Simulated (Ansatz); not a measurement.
# AlFH₆NOSi radical (built from SMILES N.[F][Al][O][SiH3]): search for a transition state

Aim: find the saddle point of a four-centre ligand exchange that is to form Al1–N6, O2–H5 and break Al1–O2, H5–N6, prove it by its vibrations, and relax downhill on both sides to see what it joins.

Computed with Ansatz 0.2.0, Gaussian basis. Level: PBE0-D4, def2-SVP first, then def2-TZVP.

152 further runs of the same task are left out: 152 set aside as unsound or not needed.

## 1. Where the work starts

The guess: 11 atoms, charge 0, spin multiplicity 2.

Atoms are counted from 1 here; the program's logs count them from 0.

Bond lengths: Al1–O2 1.962 Å, Al1–F4 1.690 Å, Al1–H5 1.839 Å, Al1–N6 1.923 Å, O2–Si3 1.642 Å, O2–H5 1.070 Å, Si3–H7 1.464 Å, Si3–H8 1.455 Å, Si3–H9 1.464 Å, N6–H10 1.016 Å, N6–H11 1.016 Å. Angles: O2–Al1–F4 105.9°, O2–Al1–H5 32.5°, O2–Al1–N6 79.9°, F4–Al1–H5 138.4°, F4–Al1–N6 174.2°, H5–Al1–N6 47.4°, Al1–O2–Si3 169.9°, Al1–O2–H5 67.4°, Si3–O2–H5 122.7°, O2–Si3–H7 106.8°, O2–Si3–H8 106.0°, O2–Si3–H9 106.8°, H7–Si3–H8 113.0°, H7–Si3–H9 110.7°, H8–Si3–H9 113.0°, Al1–H5–O2 80.1°, Al1–N6–H10 124.7°, Al1–N6–H11 124.7° and more.

As a file:

```xyz
11

Al   -1.4878    0.0080    1.0548
O    -0.1963    0.1622   -0.4137
Si    0.6578    0.3847   -1.7979
F    -2.9719    0.5090    0.4206
H     0.2500   -0.1955    0.4902
N     0.1078   -0.5905    1.9464
H     1.7068    1.3604   -1.4960
H    -0.2970    0.8637   -2.7859
H     1.2411   -0.9117   -2.1479
H     0.6574   -0.0278    2.5895
H     0.3321   -1.5624    2.1398
```

Distances that are to change: Al1–N6 1.92 Å, O2–H5 1.07 Å, Al1–O2 1.96 Å, H5–N6 1.52 Å.

## 2. Relaxing the guess with the reacting distances held

hold/in.yaml reads:

```yaml
crystal:
  periodic: [false, false, false]
  atoms:
    - {symbol: Al, position_ang: [-1.487800, 0.008000, 1.054800]}
    - {symbol: O, position_ang: [-0.196300, 0.162200, -0.413700]}
    - {symbol: Si, position_ang: [0.657800, 0.384700, -1.797900]}
    - {symbol: F, position_ang: [-2.971900, 0.509000, 0.420600]}
    - {symbol: H, position_ang: [0.250000, -0.195500, 0.490200]}
    - {symbol: N, position_ang: [0.107800, -0.590500, 1.946400]}
    - {symbol: H, position_ang: [1.706800, 1.360400, -1.496000]}
    - {symbol: H, position_ang: [-0.297000, 0.863700, -2.785900]}
    - {symbol: H, position_ang: [1.241100, -0.911700, -2.147900]}
    - {symbol: H, position_ang: [0.657400, -0.027800, 2.589500]}
    - {symbol: H, position_ang: [0.332100, -1.562400, 2.139800]}
basis:
  gaussian: {orbitals: def2-SVP}
magnetization: {spin_polarized: true, initial_magnetization: 1}
hamiltonian: {xc: pbe0, dispersion: d4}
relax: {f_tol: 0.04, max_steps: 150, escape_saddle: false, constraints: [{distance: [0, 5]}, {distance: [1, 4]}, {distance: [0, 1]}, {distance: [4, 5]}]}
```

Command:

```sh
$ ansatz run in.yaml --threads 4 --pin off --events-out ev --progress --plain --max-ram 63488MiB --backend cpu
```

After this run come: Force constants to start from; Saddle search in the small basis; Saddle search in triple zeta; Checking the order of the point; Relaxing after a step of 0.30 Å one way along the mode; Relaxing after a step of 0.30 Å the other way along the mode.

**Question.** What will these runs give? Wanted: imaginary mode; barrier from the start side; barrier from the end side; energy of the step; pairs that change; zero-point energy at the saddle.

As calculated:

| quantity | value |
| --- | --- |
| imaginary mode | 259i cm⁻¹ |
| barrier from the start side | 118.7 kJ/mol |
| barrier from the end side | 1.3 kJ/mol |
| energy of the step | +117.4 kJ/mol |
| pairs that change | O2–H5 formed, Al1–O2 loosened, H5–N6 broken |
| zero-point energy at the saddle | 1.819 eV |

What this shows: The point has a single imaginary mode (259i cm⁻¹), as a transition state must. The two relaxations end on the structures that were planned. A bond meant to break is only loosened at the end: the products stay bound as an adduct. At PBE0-D4/def2-TZVP the electronic barrier is 118.7 kJ/mol, about 48 kT at 298 K, and the step runs 117.4 kJ/mol uphill. A step off the saddle overshot and began above it in energy, so the link to its end is likely but not proven.
